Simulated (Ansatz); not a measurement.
**GaClF (sextet): wave-function methods side by side, cc-pVDZ**

One table from this session's results is given with a row withheld; the runs are named, their logs left out.

Program: Ansatz 0.2.0, Gaussian basis. Level of theory: cc-pVDZ, core rule «outside noble gas», up to 20 orbitals frozen. These are calculated values, not measurements.

Plan: UHF; CCSD(T) on ROHF; CCSD(T) on UHF; BCCD(T) on ROHF; CISD as a restricted active space (open shells left free, so some higher excitations enter); CCSDT(Q) on ROHF; CCSDT(Q) on UHF.

44 further runs of the same task are left out: 16 for a known fault of the program, 12 that didn't finish, 16 set aside as unsound or not needed. Runs told in other sessions of the task aren't counted.

### The system

The geometry is a PBE0/def2-TZVP stationary point (not a proven minimum) of the parent state, kept for this charge and spin. No spin-orbit coupling is included. The filled d shell of Ga may be among the frozen orbitals whatever the setting's name suggests.

3 atoms, charge 0, spin multiplicity 6.

Atoms are counted from 1 here; the program's logs count them from 0.

Bond lengths: Cl1–Ga2 2.347 Å, Ga2–F3 1.877 Å. Angles: Cl1–Ga2–F3 66.2°.

Coordinates:

```
Cl    0.00000    0.22374    1.56703
Ga    0.00000    0.28222   -0.77930
F     0.00000   -1.45326   -0.06424
```

The first run:

in.yaml reads:

```yaml
crystal:
  periodic: [false, false, false]
  atoms:
    - {symbol: Cl, position_ang: [0.000000, 0.223736, 1.567027]}
    - {symbol: Ga, position_ang: [0.000000, 0.282224, -0.779302]}
    - {symbol: F, position_ang: [0.000000, -1.453259, -0.064245]}
basis:
  gaussian: {orbitals: cc-pVDZ}
magnetization: {spin_polarized: true, initial_magnetization: 5}
hamiltonian: {xc: hf}
output: {orbitals: {seedname: orbitals}}
```

Command:

```bash
$ ansatz run in.yaml --threads 1 --pin off --events-out ev --progress --plain --max-ram 2393MiB
```

Among the steps run: UHF; CCSD(T) on ROHF; CCSD(T) on UHF; BCCD(T) on ROHF; CISD as a restricted active space (open shells left free, so some higher excitations enter); CCSDT(Q) on ROHF; CCSDT(Q) on UHF.

One table of the session follows, with a row left open; its other results are not shown here.

| method | from RCCSDT(Q) (kJ/mol) |
| --- | --- |
| ROHF | +897.6 |
| UHF | +869.6 |
| RMP2 | +128.7 |
| UMP2 | ? |
| RCCSD | +29.6 |
| UCCSD | +26.5 |
| RCCSD(T) | +11.4 |
| UCCSD(T) | +8.9 |
| BCCD(T) | +9.9 |
| RCCSDT | +3.3 |
| UCCSDT | +0.8 |
| RCCSDT(Q) | 0 |
| UCCSDT(Q) | -2.5 |

**Question.** Estimate the row for UMP2.

As computed: from RCCSDT(Q) (kJ/mol): +126.5. In the column «from RCCSDT(Q) (kJ/mol)» it lies between RCCSD (+29.6) and RMP2 (+128.7).

Not comparable, so not listed: CISD as a restricted active space (open shells left free, so some higher excitations enter) (they don't share determinant, frozen orbitals or solution with the rows shown, or repeat one).

Limits of these values: Restricted and unrestricted rows rest on different reference determinants; a gap between their highest levels can come from leftover correlation error, from unlike frozen cores or from another state.
